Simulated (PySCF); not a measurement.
# A gas-phase reaction: H3NOZn + BH3 → BH4NOZn + H2

Aim: the reaction energy of `[NH2][Zn][OH]` + `B` → `B[NH][Zn][OH]` + `[H][H]`.

Computed with PySCF 2.14.0; each step states its level. No surroundings beyond the atoms listed, unless a continuum is named. Atoms count from 0, parts from 1.

### 1 The system as given

Each species was relaxed by itself at PBE0-D3(BJ)/def2-SVPD.

### 2 Reaction energy: wB97M-D3(BJ)/def2-TZVPD

What the job is given:

```
{"job": {"kind": "react", "xc": "wB97M-D3(BJ)", "basis": "def2-TZVPD"}, "charge": 0, "multiplicity": 1}
-1 H3NOZn charge 0 multiplicity 1
N     -1.038040     0.757470    -0.576820
Zn     0.208820    -0.201580     0.307220
O      1.312980    -1.126990     1.351780
H     -1.717460     0.324250    -1.188080
H     -0.884000     1.718460    -0.852210
H      2.117720    -1.471610     0.958100

-1 BH3 charge 0 multiplicity 1
B      0.002520     0.000310     0.000000
H     -0.855130    -0.844720     0.008910
H     -0.300480     1.165600    -0.003690
H      1.163190    -0.319940    -0.005760

+1 BH4NOZn charge 0 multiplicity 1
B     -1.056030    -0.892810    -0.846920
N      0.282600    -0.805730    -0.462840
Zn     0.842070     0.581620     0.591440
O      1.452310     1.900430     1.613050
H     -1.446640    -1.800370    -1.546130
H     -1.833390    -0.038050    -0.467700
H      0.916820    -1.525540    -0.787960
H      0.842260     2.580460     1.907060

+1 H2 charge 0 multiplicity 1
H      0.380270     0.003660     0.003060
H     -0.380270    -0.003660    -0.003060
```

With the program's defaults for keys left out, this is: wB97M-D3(BJ)/def2-TZVPD reaction energy of separated species, gas phase.

The run is started by

```
OMP_NUM_THREADS=1 python cluster_run.py task.json out
```

The driver reads the jobs from task.json and runs them one after another.

**Question.** The jobs that follow are: PBE0-D3(BJ)/def2-TZVPD reaction energy of separated species, gas phase. Predict: reaction energy (wB97M-D3(BJ)/def2-TZVPD); ΔH, ΔG at 298 K (xTB thermal terms). Thermal terms come from harmonic xTB runs on each species.

The runs gave:

| quantity | value |
| --- | --- |
| reaction energy (wB97M-D3(BJ)/def2-TZVPD) | -32.32 kcal/mol |
| ΔH, ΔG at 298 K (xTB thermal terms) | -35.0, -32.7 kcal/mol |
| range of the reaction energy over the runs of this table | -33.16 to -32.32 kcal/mol |

**Reading.** The reaction is exothermic by 35.0 kcal/mol in the gas phase; dispersion gives -0.73, and xTB itself gave -18.12 for the electronic energy (xTB energies and thermal terms come from the earlier relaxation of each species, not shown). No barrier was sought. xTB and this level differ widely in the electronic energy, so what comes from xTB (the thermal terms above all) is less safe here. The reaction energy runs from -33.16 (PBE0-D3(BJ)/def2-TZVPD) to -32.32 kcal/mol (wB97M-D3(BJ)/def2-TZVPD).
